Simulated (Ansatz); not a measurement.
# F2H4OSSi: molecular dynamics

The task is to watch the atoms for 30 steps of 0.75 fs, started with velocities for 1000 K and run with a Langevin thermostat, and see to which side of the barrier the system falls.

Method: r2SCAN-D4/def2-SVP; program: Ansatz 0.2.0, Gaussian basis.

**1. Where the work starts**

The start, a first-order saddle point found at PBE0-D4 in triple zeta: 9 atoms, charge 0, spin multiplicity 1.

Atoms are counted from 1 here; the program's logs count them from 0.

Bond lengths: Si1–O2 1.779 Å, Si1–F3 1.591 Å, Si1–F4 1.620 Å, Si1–H5 1.467 Å, O2–H6 1.112 Å, O2–H8 0.967 Å, S7–H9 1.344 Å. Angles: O2–Si1–F3 114.0°, O2–Si1–F4 90.1°, O2–Si1–H5 121.1°, F3–Si1–F4 97.8°, F3–Si1–H5 122.0°, F4–Si1–H5 98.8°, Si1–O2–H6 94.8°, Si1–O2–H8 121.7°, H6–O2–H8 127.3°.

Coordinates:

```mol
F2H4OSSi
  3D, bonds by distance, orders not assigned

  9  7  0  0  0  0  0  0  0  0999 V2000
   -0.5190    0.4948    0.3786 Si  0  0
    0.6701   -0.8147    0.5657 O   0  0
   -1.9946   -0.0101    0.0640 F   0  0
   -0.6606    0.5990    1.9892 F   0  0
   -0.0926    1.8712    0.1013 H   0  0
    0.6888   -1.0785   -0.5143 H   0  0
    0.0739   -0.1896   -1.9086 S   0  0
    0.6422   -1.4230    1.3166 H   0  0
    1.1919    0.5508   -1.9923 H   0  0
  1  2  8  0
  1  3  8  0
  1  4  8  0
  1  5  8  0
  2  6  8  0
  2  8  8  0
  7  9  8  0
M  END
```

**2. Dynamics**

The input, md/in.yaml:

```yaml
crystal:
  periodic: [false, false, false]
  atoms:
    - {symbol: Si, position_ang: [-0.519042, 0.494784, 0.378575]}
    - {symbol: O, position_ang: [0.670144, -0.814736, 0.565659]}
    - {symbol: F, position_ang: [-1.994555, -0.010064, 0.063954]}
    - {symbol: F, position_ang: [-0.660608, 0.599049, 1.989239]}
    - {symbol: H, position_ang: [-0.092616, 1.871201, 0.101256]}
    - {symbol: H, position_ang: [0.688807, -1.078451, -0.514294]}
    - {symbol: S, position_ang: [0.073871, -0.189565, -1.908605]}
    - {symbol: H, position_ang: [0.642223, -1.423042, 1.316560]}
    - {symbol: H, position_ang: [1.191875, 0.550824, -1.992343]}
basis:
  gaussian: {orbitals: def2-SVP}
hamiltonian: {xc: r2scan, dispersion: d4}
md: {n_steps: 30, timestep: 0.75, temperature: 1000, ensemble: nvt_langevin, seed: 878, friction: 0.002, initial_velocities: maxwell_boltzmann}
```

The run is started by

```sh
> ansatz run in.yaml --threads 4 --pin off --events-out ev --progress --plain --max-ram 9574MiB
```

**Question.** What will these runs give? Wanted: temperature at the start; mean temperature, second half; lowest and highest potential energy, from the first frame; largest change of potential + kinetic; bonds lost by distance.

The runs gave:

```
                                                 quantity              value
                                                   length  30 steps, 22.5 fs
                                 temperature at the start              889 K
                            mean temperature, second half             1057 K
lowest and highest potential energy, from the first frame    -391 and 60 meV
                    largest change of potential + kinetic          111.9 meV
                                   bonds lost by distance              O2–H6
```

In words: By the last frame it has moved back towards the start side of the step. The system runs downhill by 0.39 eV, and that energy turns into motion. The thermostat trades energy with the molecule, so the sum of potential and kinetic energy isn't conserved: it changes by -60 meV over the run. The instant temperature ranges from 781 to 1160 K, as energy passes between motion and strain. Under Langevin the temperature counts 3N degrees of freedom, more than the drawn velocities fill, so it starts at 889 K, not 1000 K.
